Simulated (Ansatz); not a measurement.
## InGaN2: equation of state with PBE

Crystal: InGaN2.

```
In Ga N
1.0
     3.39929    0.00000    0.00000
    -1.69964    2.94387    0.00000
     0.00000    0.00000    5.55161
In Ga N
1 1 2
Direct
  0.00000 0.00000 0.99840
  0.66667 0.33333 0.49536
  0.00000 0.00000 0.60222
  0.66667 0.33333 0.14562
```

The cell comes from a database or a generator and needn't be the stable form of this composition.

| Property | Result |
| --- | --- |
| Program | Ansatz 0.2.0 |
| Task | equation of state |
| Functional | PBE |
| Potentials or basis | Ansatz PAW |
| Cutoff | 420 eV |
| Density cutoff | 1680 eV |
| k mesh | 9 × 9 × 5 |
| Occupations | fermi-dirac, width 0.05 eV |
| Spin | no spin polarisation |

```
Equilibrium volume                        : 13.89 Å³/atom
Bulk modulus at fixed shape and positions : 142 GPa
Pressure derivative of the bulk modulus   : 4.7
```

Energy against volume, from the lowest point:
```tsv
volume (Å³/atom)	energy (meV/atom)
13.056	24.87
13.333	10.61
13.611	2.55
13.889	0.00
14.167	2.37
14.444	9.17
14.722	19.85
```

All runs of the series together: 15 s on 2 threads of AMD EPYC 7B13 (Zen 3), with other jobs on the host.

Caveat: the cell was scaled at fixed shape and fractional positions, which overstates the stiffness of a crystal with free parameters, most of all of layers and chains.
